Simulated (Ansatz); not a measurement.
# CH6SiTe: basis-set convergence

The task here is to estimate one member of a computed series from the others.

Computed with Ansatz 0.2.0, Gaussian basis. Level: one geometry, several basis sets.

Levels to be run: PBE0-D4/def2-SVP; ωB97M-V/def2-SVP; PBE0-D4/def2-QZVPP; ωB97M-V/def2-QZVPP; the functionals' def2-TZVPP values are taken from earlier runs.

## Structure used throughout

All runs share one geometry, relaxed beforehand with PBE0-D4 in a triple-zeta def2 set. Te takes the def2 core potential; no spin-orbit term is included.

SMILES `[SiH3]C[TeH]`, 9 atoms, charge 0, spin multiplicity 1.

Atoms are counted from 1 here; the program's logs count them from 0.

Bond lengths: Si1–C2 1.873 Å, Si1–H4 1.486 Å, Si1–H5 1.487 Å, Si1–H6 1.486 Å, C2–Te3 2.148 Å, C2–H7 1.090 Å, C2–H8 1.090 Å, Te3–H9 1.659 Å. Angles: C2–Si1–H4 110.1°, C2–Si1–H5 109.8°, C2–Si1–H6 110.1°, H4–Si1–H5 109.0°, H4–Si1–H6 108.8°, H5–Si1–H6 109.1°, Si1–C2–Te3 111.1°, Si1–C2–H7 110.2°, Si1–C2–H8 110.3°, Te3–C2–H7 107.9°, Te3–C2–H8 108.0°, H7–C2–H8 109.3°, C2–Te3–H9 93.9°.

The first run:

Contents of in.yaml:

```yaml
crystal:
  periodic: [false, false, false]
  atoms:
    - {symbol: Si, position_ang: [-0.552314, 0.801511, -0.901430]}
    - {symbol: C, position_ang: [0.492230, -0.409714, 0.073431]}
    - {symbol: Te, position_ang: [-0.278626, -0.671828, 2.061567]}
    - {symbol: H, position_ang: [-1.953246, 0.312608, -0.987968]}
    - {symbol: H, position_ang: [-0.003025, 0.946234, -2.275993]}
    - {symbol: H, position_ang: [-0.549154, 2.129584, -0.234563]}
    - {symbol: H, position_ang: [1.515314, -0.041773, 0.156255]}
    - {symbol: H, position_ang: [0.497720, -1.383714, -0.416545]}
    - {symbol: H, position_ang: [0.919499, -1.729207, 2.508046]}
basis:
  gaussian: {orbitals: def2-SVP}
hamiltonian: {xc: pbe0, dispersion: d4}
output: {orbitals: {seedname: orbitals}}
```

Command:

```
ansatz run in.yaml --threads 2 --pin off --events-out ev --progress --plain --max-ram 4352MiB
```

Steps of the session up to this table: PBE0-D4 in def2-SVP; ωB97M-V in def2-SVP; PBE0-D4 in def2-QZVPP; ωB97M-V in def2-QZVPP.

One table of the session follows, with a row left open; its other results are not shown here.

It belongs to the step «Density functionals: the series». 

```
functional       basis  HOMO (eV)
   PBE0-D4    def2-SVP      -6.10
   PBE0-D4  def2-TZVPP          ?
   PBE0-D4  def2-QZVPP      -6.23
   ωB97M-V    def2-SVP      -8.21
   ωB97M-V  def2-TZVPP      -8.34
   ωB97M-V  def2-QZVPP      -8.36
```

**Question.** Estimate the row for PBE0-D4, def2-TZVPP.

The run gave: HOMO (eV): -6.21. In the column «HOMO (eV)» it lies between PBE0-D4, def2-QZVPP (-6.23) and PBE0-D4, def2-SVP (-6.10).
